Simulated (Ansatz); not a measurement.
**CH5BO (SMILES CBO): B3LYP/6-31G(d) (spherical functions)**

Aim: the electronic atomisation energy of CH5BO at B3LYP/6-31G* (spherical functions), from 5 runs. 

The calculation is run with Ansatz 0.2.0.

57 further runs of the same task are left out: 57 set aside as unsound or not needed.

## (1) The structure to begin with

The species is CH5BO (8 atoms), meant as a singlet with charge 0. SMILES: `CBO`. The coordinates come from a PBE0-D4/def2-TZVP relaxation. This is one conformer, not always the lowest.

Bond lengths: C1–B2 1.559 Å, B2–O3 1.357 Å, C1–H4 1.092 Å, C1–H5 1.096 Å, C1–H6 1.096 Å, B2–H7 1.207 Å, O3–H8 0.960 Å. Angles: C1–B2–O3 119.4°, C1–B2–H7 121.8°, O3–B2–H7 118.7°, B2–C1–H4 113.4°, B2–C1–H5 110.2°, B2–C1–H6 110.2°, B2–O3–H8 113.1°, H4–C1–H5 108.7°, H4–C1–H6 108.7°, H5–C1–H6 105.3°.

## (2) The energy at B3LYP/6-31G(d) (spherical functions)

Contents of molecule.yaml:

```yaml
crystal:
  periodic: [false, false, false]
  atoms:
    - {symbol: C, position_ang: [-0.618600, 0.710300, -0.324600]}
    - {symbol: B, position_ang: [0.508800, -0.240100, 0.180200]}
    - {symbol: O, position_ang: [0.240700, -1.558300, 0.355600]}
    - {symbol: H, position_ang: [-1.568300, 0.201200, -0.499400]}
    - {symbol: H, position_ang: [-0.308500, 1.205100, -1.251900]}
    - {symbol: H, position_ang: [-0.780500, 1.520100, 0.395700]}
    - {symbol: H, position_ang: [1.620500, 0.163100, 0.420800]}
    - {symbol: H, position_ang: [0.998200, -2.058400, 0.667700]}
basis:
  gaussian: {orbitals: 6-31G_st_-spherical.json}
output: {orbitals: {seedname: orbitals}}
magnetization: {spin_polarized: false, initial_magnetization: 0}
hamiltonian: {xc: {name: B3LYP}}
accuracy: high
```

The basis set 6-31G* is read from a file made from the Basis Set Exchange's data (not shown).

Started as:

```console
ansatz run molecule.yaml --threads 1 --pin off --max-ram 3480MiB --events-out events.jsonl --progress --plain --runs-dir runs
```

What it wrote:

```text
Warning: RAYON_NUM_THREADS=1 ignored (pool sized by the plan → 1); use --threads N
Functional definition: B3LYP
  name "B3LYP"
  parameter a0 = 0.2
  parameter ax = 0.72
  parameter ac = 0.81
  exchange = (1 - a0 - ax)*slater_x + ax*b88_x + a0*exact_x
  correlation = (1 - ac)*vwn_rpa_c + ac*lyp_c
1250 factors; integrals over basis functions are off by at most 3.5e-9 eV
mean field evaluation 1: about -3836.8548 eV, gradient 5.6e1 eV
mean field evaluation 2: about -3830.8485 eV, gradient 7.9e1 eV
mean field evaluation 4: about -3843.2521 eV, gradient 2.3e0 eV
mean field evaluation 8: about -3843.2556 eV, gradient 8.1e-2 eV
mean field evaluation 16: about -3843.2556 eV, gradient 2.6e-7 eV
mean field -3843.25558683 eV, -141.2370377639 hartree, gradient 7.0e-8 eV, S^2 0.000000; 0 other end points of the search recorded, 0 dependent functions left out
reference -3843.25561775 eV, -141.2370389001 hartree; 12, 12 occupied and 40, 40 virtual orbitals, 1250 factors
Total energy: -3843.25561775 eV, -141.2370389001 hartree
```

Wall time 2.9 s (1 thread of Arm Neoverse V1, shared host); peak memory 0.14 GiB.

## (3) The B atom at the same level

Contents of molecule.yaml:

```yaml
basis:
  gaussian:
    orbitals: 6-31G_st_-spherical.json
crystal:
  periodic: [false, false, false]
  atoms:
    - {symbol: B, position_ang: [0.000000, 0.000000, 0.000000]}
magnetization:
  spin_polarized: true
  initial_magnetization: 1
hamiltonian:
  xc: {name: B3LYP}
accuracy: high
```

The basis set 6-31G* is read from a file made from the Basis Set Exchange's data (not shown).

Run the same way, it converges to -24.65384 Eh (log not shown).

## (4) The C atom

Contents of in.yaml:

```yaml
crystal:
  periodic: [false, false, false]
  atoms:
    - symbol: C
      position_ang: [0.000000, 0.000000, 0.000000]
basis:
  gaussian:
    orbitals: 6-31G_st_-spherical.json
magnetization:
  spin_polarized: true
  initial_magnetization: 2
hamiltonian:
  xc: {name: B3LYP}
accuracy: high
```

The basis set 6-31G* is read from a file made from the Basis Set Exchange's data (not shown).

Run the same way, it converges to -37.84469 Eh (log not shown).

## (5) The H atom

Contents of in.yaml:

```yaml
crystal:
  periodic: [false, false, false]
  atoms:
    - {symbol: H, position_ang: [0.000000, 0.000000, 0.000000]}
basis:
  gaussian:
    orbitals: "6-31G*"
magnetization:
  spin_polarized: true
  initial_magnetization: 1
hamiltonian:
  xc: {name: B3LYP}
accuracy: high
```

Run the same way, it converges to -0.50027 Eh (log not shown).

## (6) The O atom, same level

Contents of input.yaml:

```yaml
basis:
  gaussian: {orbitals: 6-31G_st_-spherical.json}
crystal:
  periodic: [false, false, false]
  atoms:
    - symbol: O
      position_ang: [0.000000, 0.000000, 0.000000]
hamiltonian: {xc: {name: B3LYP}}
magnetization: {spin_polarized: true, initial_magnetization: 2}
accuracy: high
```

The basis set 6-31G* is read from a file made from the Basis Set Exchange's data (not shown).

Started as:

```console
ansatz run input.yaml --threads 1 --pin off --max-ram 3480MiB --events-out events.jsonl --progress --plain --runs-dir runs
```

What it wrote:

```text
Warning: RAYON_NUM_THREADS=1 ignored (pool sized by the plan → 1); use --threads N
Functional definition: B3LYP
  name "B3LYP"
  parameter a0 = 0.2
  parameter ax = 0.72
  parameter ac = 0.81
  exchange = (1 - a0 - ax)*slater_x + ax*b88_x + a0*exact_x
  correlation = (1 - ac)*vwn_rpa_c + ac*lyp_c
96 factors; integrals over basis functions are off by at most 1.3e-9 eV
mean field evaluation 1: about -2042.3583 eV, gradient 5.4e0 eV
mean field evaluation 2: about -2042.4299 eV, gradient 3.3e0 eV
mean field evaluation 4: about -2042.4706 eV, gradient 1.8e-2 eV
mean field evaluation 8: about -2042.4704 eV, gradient 1.5e-4 eV
mean field -2042.47041935 eV, -75.0594034748 hartree, gradient 7.8e-10 eV, S^2 2.002219; 0 other end points of the search recorded, 0 dependent functions left out
reference -2042.47043006 eV, -75.0594038687 hartree; 5, 3 occupied and 9, 11 virtual orbitals, 96 factors
Total energy: -2042.47043006 eV, -75.0594038687 hartree
```

Run time: 0.32 s. Hardware: 1 thread of Arm Neoverse V1, shared host.

## (7) Results

At B3LYP/6-31G* (spherical functions):

| quantity | value |
| --- | --- |
| molecule: total energy | -141.23704 Eh |
| molecule: HOMO energy | -8.08 eV |
| molecule: LUMO energy | 0.53 eV |
| molecule: HOMO–LUMO gap | 8.61 eV |
| B atom: total energy | -24.65384 Eh |
| B atom: ⟨S²⟩ | 0.752 |
| C atom: total energy | -37.84469 Eh |
| C atom: ⟨S²⟩ | 2.002 |
| H atom: total energy | -0.50027 Eh |
| H atom: ⟨S²⟩ | 0.750 |
| O atom: total energy | -75.05940 Eh |
| O atom: ⟨S²⟩ | 2.002 |
| electronic atomisation energy | 32.048 eV |

**Reading.** Taking the molecule apart into free atoms costs 32.05 eV (3092 kJ/mol), before zero-point energy and without spin-orbit coupling.
